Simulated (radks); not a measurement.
# Exchange and kinetic functionals tested on atomic densities: La³⁺, Sn⁴⁺, B⁴⁺, Lu⁺, I⁵⁺, Li²⁺

One table from this session's results is given with a row withheld; the runs are named, their logs left out.

Method: non-relativistic Kohn-Sham, PBE, spin-polarised, spherical densities, point nucleus; open shells are filled with parallel spins first. Code: radks (a radial shooting solver on a logarithmic mesh, Libxc functionals) version 1.

### The system

* species: La³⁺ ([Xe]), Sn⁴⁺ ([Kr] 4d10), B⁴⁺ (1s1), Lu⁺ ([Xe] 4f14 6s2), I⁵⁺ ([Kr] 4d10 5s2), Li²⁺ (1s1)

Set-up of the first run:

The run's settings:

```text
Z 57
configuration [Xe]
relativity non-relativistic
functional pbe,pbe
spin polarised
nucleus point
```

Among the steps run: La³⁺, [Xe].

One of the session's tables, all rows but one given; the rest of the session is left out.

It belongs to the step «La³⁺, [Xe]». Sizes of the orbitals, from the radial functions (bohr):

```
level     <r>  outermost maximum (interpolated)  90 % within  nodes
   3s  0.2998                             0.274        0.439      2
   3p  0.2897                             0.261        0.433      1
   3d  0.2605                             0.211        0.407      0
   4s       ?                                 ?            ?      ?
   4p  0.7055                             0.647         1.02      2
   4d  0.7630                             0.670         1.14      1
   5s   1.604                              1.47         2.29      4
   5p   1.775                              1.60         2.56      3
```

Estimate the missing values for 4s.

The run gave: <r>: 0.6838; outermost maximum (interpolated): 0.636; 90 % within: 0.981; nodes: 3. In the column «<r>» it lies between 3s (0.2998) and 4p (0.7055).
